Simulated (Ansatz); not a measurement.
# As10Se12S3: the cost of one run

All numbers below are computed with Ansatz 0.2.0 (DFT PBE+D3(BJ), scalar-relativistic, plane waves, PAW).

## (1) The system as given

The cell holds 25 atoms (As10S3Se12): a = 8.827 Å, b = 8.964 Å, c = 8.864 Å, α = 87.11°, β = 86.18°, γ = 86.85°.

10 As, 3 S, 12 Se were thrown into a skewed cell at random, at 1.00 times a reference volume of the solid, and pushed apart as soft spheres.

Its coordinates follow in the input file.

## (2) Stage at 1900 K

The cutoff is lowered while the worst contacts of the packing are taken out. One k point, a Fermi-Dirac width of 0.164 eV and a fixed cell.

The input, input.yaml:

```yaml
crystal:
  lattice:
    - [8.818651, 0.240582, 0.292281]
    - [0.240582, 8.958434, 0.220553]
    - [0.292281, 0.220553, 8.85651]
  atoms:
    - { symbol: As, position: [0.0168351777, 0.517585625, 0.7323525459] }
    - { symbol: As, position: [0.2628255065, 0.9700797674, 0.0159126394] }
    - { symbol: As, position: [0.7465620694, 0.6850672788, 0.5386583105] }
    - { symbol: As, position: [0.0577584468, 0.8657737509, 0.5457024891] }
    - { symbol: As, position: [0.5090856592, 0.3986347191, 0.4925260761] }
    - { symbol: As, position: [0.5741443364, 0.4853211538, 0.1177597798] }
    - { symbol: As, position: [0.6614933214, 0.5490516161, 0.8066186966] }
    - { symbol: As, position: [0.9816085156, 0.2538256706, 0.6032361481] }
    - { symbol: As, position: [0.2570661209, 0.2299289339, 0.8598184812] }
    - { symbol: As, position: [0.5164808963, 0.0688213812, 0.4854665852] }
    - { symbol: S, position: [0.4728553612, 0.877334633, 0.1016378798] }
    - { symbol: S, position: [0.237837863, 0.3796607842, 0.5799523089] }
    - { symbol: S, position: [0.3537212555, 0.604630524, 0.2403171572] }
    - { symbol: Se, position: [0.8672857491, 0.0557500404, 0.4680673911] }
    - { symbol: Se, position: [0.0276617895, 0.8899007945, 0.9477593728] }
    - { symbol: Se, position: [0.7699718088, 0.6409655033, 0.1039906934] }
    - { symbol: Se, position: [0.7203197772, 0.0940085047, 0.1334605133] }
    - { symbol: Se, position: [0.6527535991, 0.9029337823, 0.7770133551] }
    - { symbol: Se, position: [0.3954897938, 0.5596613983, 0.8999261368] }
    - { symbol: Se, position: [0.3803991517, 0.7329879146, 0.5499673186] }
    - { symbol: Se, position: [0.93767934, 0.5382068457, 0.4199258312] }
    - { symbol: Se, position: [0.2039601146, 0.9675548413, 0.3157815736] }
    - { symbol: Se, position: [0.102227941, 0.4222406142, 0.1064572616] }
    - { symbol: Se, position: [0.5506252234, 0.2591180177, 0.7174039541] }
    - { symbol: Se, position: [0.406944321, 0.2604522669, 0.2746215307] }
  symmetry: { detect: false }
basis:
  ecutwfc: 320
  xc_grid: 1
kpoints:
  mp_grid: { grid: [1, 1, 1], shift: [0.25, 0.25, 0.25] }
hamiltonian:
  xc: pbe
  dispersion: d3bj
scf:
  occupations: { method: fermi_dirac, width: 0.1637 }
  lower_state_search: "off"
  convergence: { dr2_threshold: 1.0e-05 }
output:
  forces: true
  stress: true
md:
  timestep: 3.0
  n_steps: 24
  ensemble: nvt_langevin
  friction: 0.03
  temperature: 1900.0
  initial_velocities: maxwell_boltzmann
  seed: 64753
```

Launch:

```console
ansatz run input.yaml --threads 2 --pin off --max-ram 5120MiB --backend cpu --events-out ev --progress --plain --runs-dir out
```

Q: Estimate wall time and peak memory on 2 threads of Arm Neoverse V2, shared host.

About 2.6 min, with a peak of 0.89 GiB.
